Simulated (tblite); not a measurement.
Settings test, tblite on NaCl

Simulated with tblite 0.8.0. This is a test of settings. The cell began as a measured structure and was relaxed with r2SCAN in plane waves (Ansatz 0.2.0). All runs are without spin polarisation.

It is cubic, Fm-3m (No. 225); conventional cell a = 5.605 Å, 22.02 Å³ an atom. Na has 6 Cl at 2.80 Å; Cl has 6 Na at 2.80 Å.

The base run uses GFN2-xTB on a cluster of 64 atoms.

```python
import json
from ase import Atoms
from ase.build import make_supercell
from ase.units import Bohr, GPa, Hartree
from tblite.interface import Calculator

atoms = Atoms(['Na', 'Cl'],
              cell=[[0.0, 2.80273194, 2.80273194], [2.80273194, 0.0, 2.80273194], [2.80273194, 2.80273194, 0.0]],
              scaled_positions=[[0.0, 0.0, 0.0], [0.5, 0.5, 0.5]],
              pbc=True)
cluster = make_supercell(atoms, [[-2, 2, 2], [2, -2, 2], [2, 2, -2]])
calc = Calculator('GFN2-xTB', cluster.numbers, cluster.positions / Bohr, lattice=cluster.cell[:] / Bohr, periodic=cluster.pbc)
calc.set('temperature', 0.02 / Hartree)
calc.set('max-iter', 150)
res = calc.singlepoint()
levels = res.get('orbital-energies') * Hartree
nv = round(res.get('orbital-occupations').sum() / 2)
cells = len(cluster) // len(atoms)
out = {'energy_per_cell': res.get('energy') * Hartree / cells, 'homo': levels[nv - 1], 'lumo': levels[nv],
       'stress': (-res.get('virial') * Hartree / cluster.get_volume() / GPa).tolist(), 'charges': res.get('charges')[:len(atoms)].tolist(), 'electrons': 2 * nv / cells}
json.dump(out, open('results.json', 'w'))
for key, value in out.items():
    print(key, value)
```

Command: `python run.py`. It took 5.7 s on 1 thread of Arm Neoverse V1, with other jobs on the host, peak memory 0.11 GiB.

It converged with a gap of 4.02 eV and a pressure of 0.78 GPa (positive in compression). xTB was fitted to molecules, so gaps, charges and pressures of solids can be far off.

Each further run moved one setting: temperature (electronic temperature in eV); method (Hamiltonian); max-iter (limit on cycles); cluster (size of the cluster in conventional cells). Changes are from the base run, which isn't itself converged in every setting; energies of another Hamiltonian, functional, basis or charge aren't compared, and those at a high electronic temperature are mostly its entropy term.

```json
{"setting": "temperature = 0.3", "how it ended": "converged", "gap change (eV)": "0.00", "energy change (meV/atom)": "-0.2", "pressure change (GPa)": "0.01", "time (s)": "5.8"}
{"setting": "temperature = 0.001", "how it ended": "converged", "gap change (eV)": "0.00", "energy change (meV/atom)": "0.0", "pressure change (GPa)": "0.00", "time (s)": "5.8"}
{"setting": "method = IPEA1-xTB", "how it ended": "converged", "gap change (eV)": "2.57", "energy change (meV/atom)": "–", "pressure change (GPa)": "-6.85", "time (s)": "3.9"}
{"setting": "max-iter = 2 (poor on purpose)", "how it ended": "not converged", "gap change (eV)": "–", "energy change (meV/atom)": "–", "pressure change (GPa)": "–", "time (s)": "5.5"}
{"setting": "cluster = 1x1x1 (poor on purpose)", "how it ended": "converged", "gap change (eV)": "-1.51", "energy change (meV/atom)": "460.5", "pressure change (GPa)": "-0.46", "time (s)": "1.4"}
```

temperature = 0.3 changes nothing that matters here. temperature = 0.001 changes nothing that matters here. With max-iter = 2 the cycle ended unconverged.

The end of the log, shortened, for max-iter = 2:

```
------------------------------------------------------------
  cycle        total energy    energy error   density error
------------------------------------------------------------
      1     -155.5018780774  -1.5556212E+02   3.1323252E-01
      2     -156.2246274434  -7.2274937E-01   1.6726541E-01
------------------------------------------------------------
 total:                                   4.855 sec
tblite.exceptions.TBLiteRuntimeError: SCF not converged in 2 cycles
```
